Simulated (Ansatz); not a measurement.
**SnH3Cl (SnClH3): levels of theory compared**

Aim: a comparison of 6 runs (UPBE/STO-3G, r2SCAN/STO-3G, RPA@PBE/STO-3G, BCCD(T)/STO-3G, CCSDT/STO-3G, CCSD/STO-3G) of SnH3Cl (SnClH3). 

The results are computed with Ansatz 0.2.0.

58 further runs of the same task are left out: 6 that didn't finish, 52 set aside as unsound or not needed.

## Step 1: The system as given

The species is SnH3Cl (5 atoms), meant as a singlet with charge 0. SMILES: `[H][Sn]([H])([H])[Cl]`. The H5–Sn1 distance was set to 2.511 Å, away from the relaxed value. At this shape a bond of the SMILES string is far longer than usual.

Bond lengths: Sn1–Cl2 2.281 Å, Sn1–H3 1.674 Å, Sn1–H4 1.674 Å. Angles: Cl2–Sn1–H3 108.3°, Cl2–Sn1–H4 108.1°, H3–Sn1–H4 110.7°.

## Step 2: The energy at UPBE/STO-3G (run 1)

The input, molecule.yaml:

```yaml
basis:
  gaussian:
    orbitals: STO-3G
crystal:
  periodic: [false, false, false]
  atoms:
    - {symbol: Sn, position_ang: [0.397597, 0.687835, 0.122826]}
    - {symbol: Cl, position_ang: [0.409177, 0.667685, 2.403406]}
    - {symbol: H, position_ang: [1.984257, 0.697915, -0.409694]}
    - {symbol: H, position_ang: [-0.405413, 2.067435, -0.381684]}
    - {symbol: H, position_ang: [-0.795190, -1.373000, -0.673310]}
magnetization:
  spin_polarized: true
  initial_magnetization: 0
hamiltonian:
  xc: pbe
accuracy: high
```

Started as:

```sh
$ ansatz run molecule.yaml --threads 1 --pin off --max-ram 2610MiB --events-out events.jsonl --progress --plain --runs-dir runs
```

Output:

```text
Warning: RAYON_NUM_THREADS=1 ignored (pool sized by the plan → 1); use --threads N
Functional definition: PBE
  name "PBE"
  parameter kappa = 0.804
  parameter beta = 0.06672455060314922
  exchange = pbe_x(kappa = kappa, mu = beta*pi^2/3)
  correlation = pbe_c(beta = beta)
711 factors; integrals over basis functions are off by at most 4.9e-9 eV
mean field evaluation 1: about -174734.2829 eV, gradient 1.4e1 eV
mean field evaluation 2: about -174730.1887 eV, gradient 1.9e1 eV
mean field evaluation 4: about -174736.5548 eV, gradient 1.3e0 eV
mean field evaluation 8: about -174736.4856 eV, gradient 8.0e-2 eV
mean field evaluation 16: about -174736.4857 eV, gradient 2.8e-7 eV
mean field -174736.48567095 eV, -6421.4474077635 hartree, gradient 2.2e-9 eV, S^2 0.000000; 1 other end points of the search recorded, 0 dependent functions left out
reference -174736.48567287 eV, -6421.4474078341 hartree; 35, 35 occupied and 4, 4 virtual orbitals, 711 factors
Total energy: -174736.48567287 eV, -6421.4474078341 hartree
```

Run time: 4.2 s. Hardware: 1 thread of Arm Neoverse V1, shared host; peak memory 0.15 GiB.

## Step 3: A single-point energy at r2SCAN/STO-3G (run 2)

The input, run.yaml:

```yaml
crystal:
  periodic: [false, false, false]
  atoms:
    - {symbol: Sn, position_ang: [0.397597, 0.687835, 0.122826]}
    - {symbol: Cl, position_ang: [0.409177, 0.667685, 2.403406]}
    - {symbol: H, position_ang: [1.984257, 0.697915, -0.409694]}
    - {symbol: H, position_ang: [-0.405413, 2.067435, -0.381684]}
    - {symbol: H, position_ang: [-0.795190, -1.373000, -0.673310]}
basis:
  gaussian:
    orbitals: STO-3G
accuracy: high
hamiltonian:
  xc: r2scan
```

Started as:

```sh
$ ansatz run run.yaml --threads 1 --pin off --max-ram 2610MiB --events-out events.jsonl --progress --plain --runs-dir runs
```

Output:

```text
Warning: RAYON_NUM_THREADS=1 ignored (pool sized by the plan → 1); use --threads N
Functional definition: r2SCAN
  name "r2SCAN"
  parameter k0 = 0.174
  parameter k1 = 0.065
  parameter a1 = 4.9479
  exchange = r2scan_x(k0 = k0, k1 = k1, a1 = a1)
  correlation = r2scan_c
711 factors; integrals over basis functions are off by at most 4.9e-9 eV
mean field evaluation 1: about -174761.5735 eV, gradient 1.9e1 eV
mean field evaluation 2: about -174758.5320 eV, gradient 2.4e1 eV
mean field evaluation 4: about -174763.7226 eV, gradient 8.4e-1 eV
mean field evaluation 8: about -174763.6721 eV, gradient 1.1e-3 eV
mean field evaluation 16: about -174763.6721 eV, gradient 6.5e-8 eV
mean field -174763.67206543 eV, -6422.4464893329 hartree, gradient 6.5e-8 eV, S^2 0.000000; 0 other end points of the search recorded, 0 dependent functions left out
reference -174763.67206584 eV, -6422.4464893481 hartree; 35, 35 occupied and 4, 4 virtual orbitals, 711 factors
Total energy: -174763.67206584 eV, -6422.4464893481 hartree
```

Wall time 5.7 s (1 thread of Arm Neoverse V1, shared host); peak memory 0.16 GiB.

## Step 4: A single-point energy at RPA@PBE/STO-3G (run 3)

The input, input.yaml:

```yaml
crystal:
  periodic: [false, false, false]
  atoms:
    - {symbol: Sn, position_ang: [0.397597, 0.687835, 0.122826]}
    - {symbol: Cl, position_ang: [0.409177, 0.667685, 2.403406]}
    - {symbol: H, position_ang: [1.984257, 0.697915, -0.409694]}
    - {symbol: H, position_ang: [-0.405413, 2.067435, -0.381684]}
    - {symbol: H, position_ang: [-0.795190, -1.373000, -0.673310]}
basis:
  gaussian:
    orbitals: STO-3G
total_charge: 0
hamiltonian:
  xc: {name: PBE}
correlation:
  method: rpa
  frozen_orbitals: {Cl: 5, H: 0, Sn: 18}
accuracy: high
```

Started as:

```sh
$ ansatz run input.yaml --threads 1 --pin off --max-ram 2610MiB --events-out events.jsonl --progress --plain --runs-dir runs
```

Output:

```text
Warning: RAYON_NUM_THREADS=1 ignored (pool sized by the plan → 1); use --threads N
Functional definition: PBE
  name "PBE"
  parameter kappa = 0.804
  parameter beta = 0.06672455060314922
  exchange = pbe_x(kappa = kappa, mu = beta*pi^2/3)
  correlation = pbe_c(beta = beta)
711 factors; integrals over basis functions are off by at most 4.9e-9 eV
mean field evaluation 1: about -174734.2829 eV, gradient 2.0e1 eV
mean field evaluation 2: about -174734.2049 eV, gradient 2.0e1 eV
mean field evaluation 4: about -174735.9902 eV, gradient 8.2e0 eV
mean field evaluation 8: about -174736.4863 eV, gradient 2.6e-2 eV
mean field evaluation 16: about -174736.4857 eV, gradient 2.2e-7 eV
mean field -174736.48567095 eV, -6421.4474077634 hartree, gradient 1.5e-8 eV, S^2 0.000000; 0 other end points of the search recorded, 0 dependent functions left out
23 core orbitals not correlated: weight in the atoms' cores, before any rotation towards them, 1.000 or more for the frozen orbitals, at most 0.000 for the correlated occupied ones
reference -174684.68419729 eV, -6419.5437387188 hartree; 12, 12 occupied and 4, 4 virtual orbitals, 711 factors
Total energy: -174688.49890791 eV, -6419.6839267484 hartree
```

Run time: 3.3 s. Hardware: 1 thread of Arm Neoverse V1, shared host; peak memory 0.12 GiB.

Runs 4 to 5 aren't shown in full; the table further down has their settings and results.

## Step 5: The energy at CCSD/STO-3G (run 6)

The input, job.yaml:

```yaml
crystal:
  periodic: [false, false, false]
  atoms:
    - symbol: Sn
      position_ang: [0.397597, 0.687835, 0.122826]
    - symbol: Cl
      position_ang: [0.409177, 0.667685, 2.403406]
    - symbol: H
      position_ang: [1.984257, 0.697915, -0.409694]
    - symbol: H
      position_ang: [-0.405413, 2.067435, -0.381684]
    - symbol: H
      position_ang: [-0.795190, -1.373000, -0.673310]
basis:
  gaussian: {orbitals: STO-3G}
correlation: {method: ccsd, frozen_orbitals: {Cl: 5, H: 0, Sn: 18}}
accuracy: high
scf: {omitted_lower_state_checks: [cluster_reference, increment]}
```

Started as:

```sh
$ ansatz run job.yaml --threads 1 --pin off --max-ram 2610MiB --events-out events.jsonl --progress --plain --runs-dir runs
```

Output, shortened:

```text
Warning: RAYON_NUM_THREADS=1 ignored (pool sized by the plan → 1); use --threads N
Functional definition: HF
  name "HF"
[...]
711 factors; integrals over basis functions are off by at most 4.9e-9 eV
[...]
mean field -174685.11590489 eV, -6419.5596036803 hartree, gradient 1.8e-8 eV, S^2 0.000000; 0 other end points of the search recorded, 0 dependent functions left out; unrestricted orbitals would lower it
23 core orbitals not correlated: weight in the atoms' cores, before any rotation towards them, 1.000 or more for the frozen orbitals, at most 0.000 for the correlated occupied ones
reference -174685.11590489 eV, -6419.5596036803 hartree; 12, 12 occupied and 4, 4 virtual orbitals, 711 factors
second order -1.57963586 eV of doubles, -0.00000000 eV of singles
cycle   1  -2.17411659 eV  change   -5.9e-1 eV  update   9.7e-2
[...]
cycle  23  -2.61731252 eV  change   4.1e-10 eV  update  2.4e-10
Total energy: -174687.73321740 eV, -6419.6557881411 hartree
Checks for a lower state left out: cluster_reference, increment
```

Wall time 0.78 s (1 thread of Arm Neoverse V1, shared host); peak memory 0.098 GiB.

## Step 6: The series

```tsv
run	level	frozen core orbitals	energy (Eh)	wall time
1	UPBE/STO-3G	–	-6421.447408	4.2 s
2	r2SCAN/STO-3G	–	-6422.446489	5.7 s
3	RPA@PBE/STO-3G	23	-6419.683927	3.3 s
4	BCCD(T)/STO-3G	23	-6419.657019	0.82 s
5	CCSDT/STO-3G	23	-6419.657485	1.1 s
6	CCSD/STO-3G	23	-6419.655788	0.78 s
```

## Step 7: Results

```
                                           quantity           value
                                run 6: total energy  -6419.65579 Eh
run 6: correlation energy (23 core orbitals frozen)       -96.2 mEh
                               run 6: T1 diagnostic           0.006
```

**Reading.** Totals of different functionals can't be ranked against each other. In runs 4, 5, 6 the log says that unrestricted orbitals would lower the reference, so the values rest on an unstable closed-shell determinant (other closed-shell runs at this shape may share the fault). In runs 1, 2, 3, 4, 5, 6 the basis is minimal, so the values are rough. In runs 1, 2, 3, 4, 5, 6 relativity is left out where basis or elements ask for it. All runs together took 16 s, the longest 5.7 s.
